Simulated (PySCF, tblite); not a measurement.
# C6H8AlClO2: geometry, infrared bands and NMR shifts

Aim: predict the infrared bands and NMR shifts of C6H8AlClO2 (`C=C[CH2][Al@@H-]1[O]C(Cl)=CC=[O+]1`).

Programs: tblite 0.8.0 and PySCF 2.14.0, with density-fitted response routines of our own. Each step states its level of theory. These are calculated values for one molecule in the gas phase, unless marked as measured. Atoms are numbered from 0 throughout.

**1. Starting geometry**

18 atoms, charge 0, multiplicity 1; geometry from: force field or distance geometry start.

Bonds of the start (Å): C0–C1 1.33, C1–C2 1.50, C2–Al3 2.00, Al3–O4 1.86, O4–C5 1.38, C5–Cl6 1.78, C5–C7 1.30, C7–C8 1.45, C8–O9 1.24, O9–Al3 1.87, C0–H10 1.10, C0–H11 1.08, C1–H12 1.06, C2–H13 1.08, C2–H14 1.10, Al3–H15 1.58, C7–H16 1.10, C8–H17 1.11.

**2. Relaxing the molecule with GFN2-xTB**

What the job is given:

```
{"job": {"kind": "relax", "xc": "GFN2-xTB", "basis": "xTB"}, "charge": 0, "multiplicity": 1}
C      2.798200     0.789000     0.624400
C      2.283600     0.137700    -0.418200
C      1.523300    -1.132200    -0.182600
Al    -0.320400    -0.855800    -0.918800
O     -0.724500     0.955700    -0.964900
C     -1.811500     1.354400    -0.214400
Cl    -2.187500     3.090200    -0.276400
C     -2.549700     0.588800     0.535100
C     -2.430000    -0.839300     0.731400
O     -1.589900    -1.600800     0.231500
H      3.353900     1.716800     0.442600
H      2.646200     0.432000     1.629700
H      2.412300     0.476700    -1.418900
H      1.496200    -1.440300     0.853100
H      2.010000    -1.906900    -0.787500
H     -0.373700    -1.519300    -2.348500
H     -3.377500     1.087300     1.070800
H     -3.167700    -1.327700     1.399900
```

Command:

```console
OMP_NUM_THREADS=1 python probes_run.py task.json out
```

One launch serves the whole session: the jobs run in the order shown.

**Question.** This job is followed by: GFN2-xTB harmonic vibrations, gas phase; GIAO PBE0/pcSseg-1 NMR shielding, non-relativistic, gas phase. What will the session give for the following? strongest single infrared mode (GFN2-xTB); zero-point energy (GFN2-xTB); 13C shifts against TMS (PBE0/pcSseg-1); 1H shifts against TMS (PBE0/pcSseg-1); 27Al shifts against AlH4- (PBE0/pcSseg-1); 17O shifts against H2O (PBE0/pcSseg-1); 35Cl shifts against HCl (PBE0/pcSseg-1).

As calculated:

| quantity | value |
| --- | --- |
| strongest single infrared mode (GFN2-xTB) | 1449 cm⁻¹, 750 km/mol |
| zero-point energy (GFN2-xTB) | 75.1 kcal/mol |
| 13C shifts against TMS (PBE0/pcSseg-1) | 189.1, 188.2, 145.8, 115.3, 107.8, 25.2 ppm |
| 1H shifts against TMS (PBE0/pcSseg-1) | 8.32, 6.23, 5.82, 5.08, 4.95, 4.17, 1.85, 1.67 ppm |
| 27Al shifts against AlH4- (PBE0/pcSseg-1) | 48.9 ppm |
| 17O shifts against H2O (PBE0/pcSseg-1) | 327.5, 303.9 ppm |
| 35Cl shifts against HCl (PBE0/pcSseg-1) | 425 ppm |

What this shows: Over 120 steps the energy fell by 1.095 eV; of the close pairs, O4–C5 changed most, 1.380 to 1.252 Å. All 48 modes are real, so the xTB geometry is a minimum. The strongest single mode, at 1449 cm⁻¹, is spread over several atoms, C7, C8, C5 among them. GFN2-xTB is a fitted tight-binding method: band positions and strengths are rough. Its intensities can rank the bands wrongly. At PBE0/pcSseg-1: The largest span, 632 ppm, is at Cl6, where the paramagnetic term is -622 ppm.
